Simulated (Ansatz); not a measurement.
# ZrTi2N3: the cost of one run

Computed with Ansatz 0.2.0 (DFT PBE, scalar-relativistic, plane waves, PAW, unless a step's input says otherwise).

## (1) The system as given

The structure is trigonal, space group P-3m1 (No. 164). Conventional cell: a = 3.092 Å, b = 3.092 Å, c = 7.563 Å, α = 90.00°, β = 90.00°, γ = 120.00°. Around Zr (site symmetry -3m) lie 6 N at 2.26 Å. Ti (site symmetry 3m) has 6 N at 2.15 Å in its first shell of neighbours. N (site symmetry 3m) is surrounded by 3 Ti at 2.15 Å and 3 Zr at 2.26 Å. Around N (site symmetry -3m) lie 6 Ti at 2.15 Å.

Coordinates:

```cif
data_structure
_symmetry_space_group_name_H-M 'P 1'
_symmetry_Int_Tables_number 1
_cell_length_a 3.0916
_cell_length_b 3.0916
_cell_length_c 7.5635
_cell_angle_alpha 90.000
_cell_angle_beta 90.000
_cell_angle_gamma 120.000
_cell_volume 62.61
loop_
_atom_site_label
_atom_site_type_symbol
_atom_site_fract_x
_atom_site_fract_y
_atom_site_fract_z
_atom_site_occupancy
Zr1 Zr 0.00000 0.00000 0.00000 1
Ti1 Ti 0.33333 0.66667 0.65861 1
Ti2 Ti 0.66667 0.33333 0.34139 1
N1 N 0.66667 0.33333 0.81716 1
N2 N 0.00000 0.00000 0.50000 1
N3 N 0.33333 0.66667 0.18284 1
```

The cell was relaxed beforehand at this level, from a generated guess; it needn't be the stable form of this composition. At a tolerance of 0.05 Å it has space group P-3m1 (No. 164); it has 10.43 Å³/atom, an uncorrected energy of -1.68 eV/atom over the elements.

## (2) Static run: bands, density of states and charges

Contents of input.yaml:

```yaml
crystal:
  lattice:
    - [3.0915952107, 0.0, 0.0]
    - [-1.5457976054, 2.6773999907, 0.0]
    - [0.0, 0.0, 7.5634759]
  atoms:
    - { symbol: Zr, position: [0.0, 0.0, 0.0] }
    - { symbol: Ti, position: [0.3333333333, 0.6666666667, 0.658612] }
    - { symbol: Ti, position: [0.6666666667, 0.3333333333, 0.341388] }
    - { symbol: "N", position: [0.6666666667, 0.3333333333, 0.817162] }
    - { symbol: "N", position: [0.0, 0.0, 0.5] }
    - { symbol: "N", position: [0.3333333333, 0.6666666667, 0.182838] }
basis:
  ecutwfc: 420
kpoints:
  mp_grid: { grid: [12, 12, 6] }
  band_path:
    path:
      - [[0.0, 0.0, 0.0], [0.5, 0.0, 0.0], [0.33333333, 0.33333333, 0.0], [0.0, 0.0, 0.0], [0.0, 0.0, 0.5], [0.5, 0.0, 0.5], [0.33333333, 0.33333333, 0.5], [0.0, 0.0, 0.5]]
      - [[0.5, 0.0, 0.5], [0.5, 0.0, 0.0]]
      - [[0.33333333, 0.33333333, 0.5], [0.33333333, 0.33333333, 0.0]]
    npoints: 14
hamiltonian:
  xc: pbe
scf:
  occupations: { method: gaussian, width: 0.1 }
  n_extra_bands: 15
output:
  forces: true
  stress: true
  eigenvalues: true
  populations: true
  dos: { projected: true, de: 0.02, nscf_kmesh: { grid: [15, 15, 8] } }
  bader: true
  write_density: true
  write_potential: true
  elf: true
  volumetric_format: npy
```

Command:

```console
> ansatz run input.yaml --threads 4 --pin off --max-ram 8192MiB --backend cpu --events-out ev --progress --plain --runs-dir out
```

What time and memory should one allow on 4 threads of Arm Neoverse V2, shared host?

About 20 s, with a peak of 0.6 GiB.
